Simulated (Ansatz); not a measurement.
**CuH: how energies converge with the basis set**

An exercise on one series of results from a longer session: the logs are not shown, and one member is left open.

Computed with Ansatz 0.2.0, Gaussian basis. Level: one geometry, several basis sets.

Levels to be run: PBE0-D4/def2-SVP; ωB97M-V/def2-SVP; PBE0-D4/def2-QZVPP; ωB97M-V/def2-QZVPP; the functionals' def2-TZVPP values are taken from earlier runs.

## The relaxed structure

All runs share one geometry, relaxed beforehand with PBE0-D4 in a triple-zeta def2 set.

2 atoms, charge 0, spin multiplicity 1.

Atoms are counted from 1 here; the program's logs count them from 0.

Bond lengths: Cu1–H2 1.485 Å.

The first run:

File in.yaml:

```yaml
crystal:
  periodic: [false, false, false]
  atoms:
    - {symbol: Cu, position_ang: [-0.630596, 0.228270, -0.318784]}
    - {symbol: H, position_ang: [0.630596, -0.228270, 0.318784]}
basis:
  gaussian: {orbitals: def2-SVP}
hamiltonian: {xc: pbe0, dispersion: d4}
output: {orbitals: {seedname: orbitals}}
```

Started as:

```
$ ansatz run in.yaml --threads 2 --pin off --events-out ev --progress --plain --max-ram 32768MiB --backend cpu
```

Steps of the session up to this table: PBE0-D4 in def2-SVP; ωB97M-V in def2-SVP; PBE0-D4 in def2-QZVPP; ωB97M-V in def2-QZVPP.

One of the session's tables, all rows but one given; the rest of the session is left out.

It belongs to the step «Functionals by basis». 

| functional | basis | HOMO (eV) | LUMO (eV) |
| --- | --- | --- | --- |
| PBE0-D4 | def2-SVP | -6.15 | -1.37 |
| PBE0-D4 | def2-TZVPP | ? | ? |
| PBE0-D4 | def2-QZVPP | -6.63 | -1.94 |
| ωB97M-V | def2-SVP | -8.45 | 0.41 |
| ωB97M-V | def2-TZVPP | -8.95 | -0.24 |
| ωB97M-V | def2-QZVPP | -8.94 | -0.53 |

Q: Estimate the row for PBE0-D4, def2-TZVPP from the others.

As computed: HOMO (eV): -6.65; LUMO (eV): -1.85. In the column «HOMO (eV)» it lies between ωB97M-V, def2-SVP (-8.45) and PBE0-D4, def2-QZVPP (-6.63).
